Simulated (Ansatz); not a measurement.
The system is TiPd.

```
Pd Ti
1.0
     3.18000    0.00000    0.00000
     0.00000    3.18000    0.00000
     0.00000    0.00000    3.18000
Pd Ti
1 1
Cartesian
  0.0000 0.0000 0.0000
  1.5900 1.5900 1.5900
```

* Program: Ansatz 0.2.0
* Task: relaxation of cell and atoms
* Functional: RPBE
* Potentials or basis: Ansatz PAW
* Cutoff: 420 eV (not typed: the program's choice for these potentials)
* k mesh: 8 × 8 × 8
* Occupations: fermi-dirac, width 0.05 eV
* Spin: no spin polarisation

At the start: volume 16.08 Å³/atom.

**Question.** Where does the relaxation end?

**Answer.** It ends after 5 steps and the volume is 16.44 Å³/atom (+2.3 %); space group Pm-3m (No. 221, to 0.05 Å).

Step by step:
```tsv
step	energy change (eV)	largest force (eV/Å)	volume (Å³)
1	0.0000	0.0000	32.16
2	-0.0007	0.0000	33.57
3	-0.0070	0.0000	32.91
4	-0.0070	0.0000	32.88
5	-0.0072	0.0000	32.88
```

Final structure:
```
Pd Ti
1.0
     3.20374    0.00000    0.00000
     0.00000    3.20374    0.00000
     0.00000    0.00000    3.20374
Pd Ti
1 1
Direct
  0.00000 0.00000 0.00000
  0.50000 0.50000 0.50000
```

Caveat: the plane-wave basis is chosen anew once the cell has moved, so the energies of steps on either side of that aren't comparable; the PAW data sets come from PBE, with cores solved anew for the run's functional, which leaves a small shift of forces and pressure.
